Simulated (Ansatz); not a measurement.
Run this with Ansatz's Python interface and show what comes out.

Script `torsion_ch5fo2si.py`:
```python
# -*- coding: utf-8 -*-
"""Energy of CH5FO2Si as one group turns about a bond."""

import ansatz as az
from ase import Atoms


def main():
    atoms = Atoms(["C", "Si", "O", "O", "F", "H", "H", "H", "H", "H"], positions=[
        [-0.9666, 0.4037, -0.8568],
        [0.277, -0.0264, 0.3504],
        [-0.3472, -0.4996, 1.8024],
        [1.3732, -1.1987, -0.1943],
        [1.2124, 1.2452, 0.6002],
        [-1.6402, 1.2785, -0.4898],
        [-1.6463, -0.3934, -1.0925],
        [-0.5313, 0.8023, -1.8166],
        [0.3722, -0.763, 2.4866],
        [1.98, -0.8996, -0.7867],
    ])

    # relax first, so that the scan starts from a minimum
    first = (
        az.Crystal.molecule_from_ase(atoms).calculation()
        .basis(gaussian="cc-pVDZ")
        .functional("CAM-B3LYP")
        .relax(force_tolerance=0.02, max_steps=80)
    )
    atoms.positions = first.run().report["positions_ang"]

    start = atoms.get_dihedral(0, 1, 2, 8)
    energies = {}
    for turn in range(0, 360, 40):
        turned = atoms.copy()
        turned.set_dihedral(0, 1, 2, 8, start + turn, indices=[2, 8])
        job = az.Crystal.molecule_from_ase(turned).calculation()
        job = job.basis(gaussian="cc-pVDZ").functional("CAM-B3LYP")
        energies[round((start + turn) % 360)] = job.run().report["free_energy_ev"]
    floor = min(energies.values())
    print("dihedral C0-Si1-O2-H8 (deg)   E - E(min) (kcal/mol)")
    for angle, e in sorted(energies.items()):
        print(f"{angle:8d} {23.060548 * (e - floor):14.3f}  " + "#" * int(30 * (e - floor) / max(max(energies.values()) - floor, 1e-9)))


if __name__ == "__main__":
    main()
```

```console
$ python torsion_ch5fo2si.py
dihedral C0-Si1-O2-H8 (deg)   E - E(min) (kcal/mol)
       7          3.275  #########################
      47          3.820  ##############################
      87          3.226  #########################
     127          1.183  #########
     167          0.000
     207          0.998  #######
     247          2.786  #####################
     287          3.349  ##########################
     327          2.981  #######################
```

The scan is rigid and the energies are electronic, in a modest basis. With rigid groups the curve can differ much from the relaxed path, the start wasn't checked as a minimum of this torsion, and equivalent turns needn't return to the same energy. It ran for 58 s on 1 thread of Arm Neoverse V2, on a shared host, peak memory 0.32 GiB.
